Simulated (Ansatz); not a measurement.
# C2HBCl2: taking an electron away

The task here is to estimate one member of a computed series from the others.

Method: unrestricted cation, the program's frozen cores in correlated methods; program: Ansatz 0.2.0, Gaussian basis.

Levels to be run: UKS PBE-D4/def2-TZVPP; UKS r2SCAN-D4/def2-TZVPP; UKS PBE0-D4/def2-TZVPP; UKS B3LYP-D4/def2-TZVPP; UKS wB97X-V/def2-TZVPP; UKS wB97M-V/def2-TZVPP; UKS B2PLYP/def2-TZVPP; UHF-CCSD(T)/def2-TZVPP; UHF-MP2/def2-QZVPP; extrapolation to the limit; then −ε(HOMO) from the neutral's earlier runs with LDA (SPW92), PBE-D4, revPBE-D4, BLYP-D4, r2SCAN-D4, B97M-V, PBE0-D4, B3LYP-D4, r2SCANh-D4, r2SCAN0-D4, HSE06-D4, BHLYP-D4, CAM-B3LYP-D4, LC-ωPBE, ωB97X-V, ωB97M-V.

## Structure used throughout

The geometry comes from an earlier relaxation with PBE0-D4 in a triple-zeta def2 set; it is a stationary point.

SMILES `C#CB(Cl)Cl`, 6 atoms, charge 0, spin multiplicity 1.

Atoms are counted from 1 here; the program's logs count them from 0.

Bond lengths: C1–C2 1.206 Å, C1–H6 1.066 Å, C2–B3 1.506 Å, B3–Cl4 1.742 Å, B3–Cl5 1.742 Å. Angles: C2–C1–H6 180.0°, C1–C2–B3 180.0°, C2–B3–Cl4 120.2°, C2–B3–Cl5 120.2°, Cl4–B3–Cl5 119.6°.

The first run:

Contents of in.yaml:

```yaml
crystal:
  periodic: [false, false, false]
  atoms:
    - {symbol: C, position_ang: [-1.021995, 0.288042, 1.274617]}
    - {symbol: C, position_ang: [-0.279691, 0.072561, 0.349529]}
    - {symbol: B, position_ang: [0.647786, -0.196681, -0.806273]}
    - {symbol: Cl, position_ang: [0.825421, -1.813925, -1.428405]}
    - {symbol: Cl, position_ang: [1.548872, 1.107420, -1.528382]}
    - {symbol: H, position_ang: [-1.678393, 0.478581, 2.092613]}
basis:
  gaussian: {orbitals: def2-TZVPP}
total_charge: 1
magnetization: {spin_polarized: true, initial_magnetization: 1}
hamiltonian: {xc: pbe, dispersion: d4}
```

Started as:

```sh
$ ansatz run in.yaml --threads 4 --pin off --events-out ev --progress --plain --max-ram 10444MiB
```

Steps of the session up to this table: Cation, UKS PBE-D4/def2-TZVPP; Cation, UKS r2SCAN-D4/def2-TZVPP; Cation, UKS PBE0-D4/def2-TZVPP; Cation, UKS B3LYP-D4/def2-TZVPP; Cation, UKS wB97X-V/def2-TZVPP; Cation, UKS wB97M-V/def2-TZVPP; Cation, UKS B2PLYP (frozen core)/def2-TZVPP; Cation, UHF-CCSD(T)/def2-TZVPP; Cation, UHF-MP2/def2-QZVPP.

One of the session's tables, all rows but one given; the rest of the session is left out.

For comparison, −ε(HOMO) of the neutral from earlier runs:

```
  functional  −ε(HOMO) (eV)
 LDA (SPW92)              ?
      PBE-D4           7.30
   revPBE-D4           7.24
     BLYP-D4           7.12
   r2SCAN-D4           7.58
      B97M-V           7.60
     PBE0-D4           8.60
    B3LYP-D4           8.33
  r2SCANh-D4           8.06
  r2SCAN0-D4           8.78
    HSE06-D4           8.20
    BHLYP-D4           9.71
CAM-B3LYP-D4           9.96
     LC-ωPBE          11.43
     ωB97X-V          11.00
     ωB97M-V          10.84
```

Q: Estimate the row for LDA (SPW92) from the others.

**Answer.** −ε(HOMO) (eV): 7.48. In the column «−ε(HOMO) (eV)» it lies between PBE-D4 (7.30) and r2SCAN-D4 (7.58).
